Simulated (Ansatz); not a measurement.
# InH₄− (singlet): the correlation ladder at a displaced geometry (v1), def2-SVPD

An exercise on one series of results from a longer session: the logs are not shown, and one member is left open.

Computed with Ansatz 0.2.0, Gaussian basis. Level: def2-SVPD, core rule «outside noble gas», up to 9 orbitals frozen.

Plan: UHF; CCSD(T) on RHF; BCCD(T) on RHF; CISD; CCSDT(Q) on RHF; CASSCF and MRCISD+Q, 8 electrons in 8 orbitals; CASSCF and NEVPT2, 8 electrons in 8 orbitals.

17 further runs of the same task are left out: 2 for a known fault of the program, 6 that didn't finish, 9 set aside as unsound or not needed.

## What is computed

The geometry is a PBE0/def2-TZVPD stationary point (not a proven minimum) with its atoms shifted at random (size 0.040 Å). No spin-orbit coupling is included. Elements past krypton take def2 core potentials.

5 atoms, charge -1, spin multiplicity 1.

Atoms are counted from 1 here; the program's logs count them from 0.

Bond lengths: In1–H2 1.769 Å, In1–H3 1.702 Å, In1–H4 1.821 Å, In1–H5 1.779 Å. Angles: H2–In1–H3 109.8°, H2–In1–H4 111.3°, H2–In1–H5 112.7°, H3–In1–H4 108.1°, H3–In1–H5 108.8°, H4–In1–H5 106.0°.

The first run:

in.yaml reads:

```yaml
crystal:
  periodic: [false, false, false]
  atoms:
    - {symbol: In, position_ang: [0.000911, -0.000033, 0.001394]}
    - {symbol: H, position_ang: [1.030877, 1.014624, 1.021041]}
    - {symbol: H, position_ang: [-0.982759, -0.987666, 0.978427]}
    - {symbol: H, position_ang: [-1.085535, 1.011120, -1.053370]}
    - {symbol: H, position_ang: [0.933680, -1.034301, -1.104860]}
basis:
  gaussian: {orbitals: def2-SVPD}
total_charge: -1
magnetization: {spin_polarized: true, initial_magnetization: 0}
hamiltonian: {xc: hf}
output: {orbitals: {seedname: orbitals}}
```

Started as:

```bash
> ansatz run in.yaml --threads 1 --pin off --events-out ev --progress --plain --max-ram 2393MiB
```

Steps of the session up to this table: UHF; CCSD(T) on RHF; BCCD(T) on RHF; CISD; CCSDT(Q) on RHF; CASSCF and MRCISD+Q, 8 electrons in 8 orbitals; CASSCF and NEVPT2, 8 electrons in 8 orbitals.

One of the session's tables, all rows but one given; the rest of the session is left out.

```
          method  from RCCSDT(Q) (meV)
             RHF               +3745.2
            RMP2                +911.9
           RCCSD                 +77.4
        RCCSD(T)                 +18.4
         BCCD(T)                 +17.9
          RCCSDT                  +1.4
       RCCSDT(Q)                     0
  CASSCF valence               +2193.4
  NEVPT2 valence                +759.1
  MRCISD valence                 +72.7
MRCISD+Q valence                     ?
```

Q: Estimate the row for MRCISD+Q valence from the others.

As computed: from RCCSDT(Q) (meV): -34.8. In the column «from RCCSDT(Q) (meV)» it is the lowest.

Not comparable, so not listed: CISD (they don't share determinant, frozen orbitals or solution with the rows shown, or repeat one).
